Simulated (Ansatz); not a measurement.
**C8H17N3Ti: how energies converge with the basis set**

The task here is to estimate one member of a computed series from the others.

Computed with Ansatz 0.2.0, Gaussian basis. Level: one geometry, several basis sets.

Levels to be run: PBE0-D4/def2-SVP; ωB97M-V/def2-SVP; PBE0-D4/def2-QZVPP; ωB97M-V/def2-QZVPP; the functionals' def2-TZVPP values are taken from earlier runs.

### The relaxed structure

The geometry comes from an earlier relaxation with PBE0-D4 in a triple-zeta def2 set; it is a stationary point, not always the lowest conformer.

SMILES `C[N](C)[Ti]1234([NH2])([NH2])[C@@H]5[C@H]1[C@H]2[C@@]3(C)[C@@H]54`, 29 atoms, charge 0, spin multiplicity 1.

Atoms are counted from 1 here; the program's logs count them from 0.

Bond lengths: C1–N2 1.441 Å, C1–H13 1.101 Å, C1–H14 1.090 Å, C1–H15 1.103 Å, N2–C3 1.441 Å, N2–Ti4 1.913 Å, C3–H16 1.090 Å, C3–H17 1.103 Å, C3–H18 1.101 Å, Ti4–N5 1.914 Å, Ti4–N6 1.913 Å, Ti4–C7 2.407 Å, Ti4–C8 2.357 Å, Ti4–C9 2.341 Å, Ti4–C10 2.383 Å, Ti4–C12 2.413 Å, N5–H19 1.012 Å, N5–H20 1.008 Å and more. Angles: N2–C1–H13 110.8°, N2–C1–H14 110.5°, N2–C1–H15 112.0°, H13–C1–H14 108.4°, H13–C1–H15 106.6°, H14–C1–H15 108.3°, C1–N2–C3 111.3°, C1–N2–Ti4 123.0°, C3–N2–Ti4 122.9°, N2–C3–H16 110.5°, N2–C3–H17 112.0°, N2–C3–H18 110.8°, H16–C3–H17 108.3°, H16–C3–H18 108.4°, H17–C3–H18 106.7°, N2–Ti4–N5 98.8°, N2–Ti4–N6 99.1°, N2–Ti4–C7 144.6° and more.

Geometry (Å):

```xyz
29
charge 0, multiplicity 1
C     0.3455    2.4259   -0.5277
N    -0.2261    1.5956    0.5014
C     0.0573    2.1195    1.8134
Ti   -0.7658   -0.2153    0.2009
N    -1.6341    0.0151   -1.4895
N    -2.0145   -0.4031    1.6380
C    -0.2209   -2.5215    0.6221
C     0.6640   -1.6972    1.3470
C     1.4396   -0.9707    0.4181
C     1.0346   -1.3365   -0.8855
C     1.6192   -0.8366   -2.1626
C     0.0046   -2.2961   -0.7465
H    -0.0234    3.4596   -0.4459
H     0.0836    2.0450   -1.5153
H     1.4450    2.4764   -0.4556
H    -0.4167    1.5060    2.5800
H     1.1401    2.1541    2.0192
H    -0.3170    3.1498    1.9121
H    -2.3438    0.7311   -1.5801
H    -1.6658   -0.5868   -2.2970
H    -2.1804   -1.1788    2.2592
H    -2.7666    0.2679    1.7317
H    -0.9716   -3.1748    1.0405
H     0.7148   -1.6070    2.4218
H     2.2003   -0.2417    0.6574
H     0.8812   -0.8318   -2.9658
H     2.0023    0.1794   -2.0539
H     2.4526   -1.4725   -2.4775
H    -0.5382   -2.7550   -1.5601
```

The first run:

The input, in.yaml:

```yaml
crystal:
  periodic: [false, false, false]
  atoms:
    - {symbol: C, position_ang: [0.345523, 2.425879, -0.527723]}
    - {symbol: N, position_ang: [-0.226115, 1.595636, 0.501429]}
    - {symbol: C, position_ang: [0.057348, 2.119457, 1.813447]}
    - {symbol: Ti, position_ang: [-0.765770, -0.215304, 0.200909]}
    - {symbol: N, position_ang: [-1.634082, 0.015090, -1.489497]}
    - {symbol: N, position_ang: [-2.014509, -0.403060, 1.637989]}
    - {symbol: C, position_ang: [-0.220880, -2.521543, 0.622131]}
    - {symbol: C, position_ang: [0.664047, -1.697243, 1.347049]}
    - {symbol: C, position_ang: [1.439570, -0.970733, 0.418110]}
    - {symbol: C, position_ang: [1.034596, -1.336470, -0.885543]}
    - {symbol: C, position_ang: [1.619247, -0.836614, -2.162571]}
    - {symbol: C, position_ang: [0.004621, -2.296133, -0.746503]}
    - {symbol: H, position_ang: [-0.023417, 3.459611, -0.445907]}
    - {symbol: H, position_ang: [0.083643, 2.045027, -1.515347]}
    - {symbol: H, position_ang: [1.444985, 2.476404, -0.455607]}
    - {symbol: H, position_ang: [-0.416664, 1.505998, 2.579983]}
    - {symbol: H, position_ang: [1.140075, 2.154117, 2.019243]}
    - {symbol: H, position_ang: [-0.316995, 3.149771, 1.912141]}
    - {symbol: H, position_ang: [-2.343846, 0.731084, -1.580072]}
    - {symbol: H, position_ang: [-1.665754, -0.586758, -2.296992]}
    - {symbol: H, position_ang: [-2.180416, -1.178765, 2.259237]}
    - {symbol: H, position_ang: [-2.766581, 0.267865, 1.731676]}
    - {symbol: H, position_ang: [-0.971561, -3.174773, 1.040479]}
    - {symbol: H, position_ang: [0.714755, -1.606973, 2.421818]}
    - {symbol: H, position_ang: [2.200340, -0.241655, 0.657411]}
    - {symbol: H, position_ang: [0.881215, -0.831783, -2.965757]}
    - {symbol: H, position_ang: [2.002278, 0.179380, -2.053925]}
    - {symbol: H, position_ang: [2.452566, -1.472519, -2.477472]}
    - {symbol: H, position_ang: [-0.538186, -2.755005, -1.560138]}
basis:
  gaussian: {orbitals: def2-SVP}
hamiltonian: {xc: pbe0, dispersion: d4}
output: {orbitals: {seedname: orbitals}}
```

Started as:

```bash
$ ansatz run in.yaml --threads 11 --pin off --events-out ev --progress --plain --max-ram 120832MiB --backend cpu
```

Steps of the session up to this table: PBE0-D4 in def2-SVP; ωB97M-V in def2-SVP; PBE0-D4 in def2-QZVPP; ωB97M-V in def2-QZVPP.

One of the session's tables, all rows but one given; the rest of the session is left out.

It belongs to the step «Functionals by basis». 

```
functional       basis  HOMO (eV)
   PBE0-D4    def2-SVP      -5.66
   PBE0-D4  def2-TZVPP      -5.80
   PBE0-D4  def2-QZVPP      -5.83
   ωB97M-V    def2-SVP      -7.87
   ωB97M-V  def2-TZVPP          ?
   ωB97M-V  def2-QZVPP      -8.03
```

Estimate the missing values for ωB97M-V, def2-TZVPP.

The run gave: HOMO (eV): -8.01. In the column «HOMO (eV)» it lies between ωB97M-V, def2-QZVPP (-8.03) and ωB97M-V, def2-SVP (-7.87).
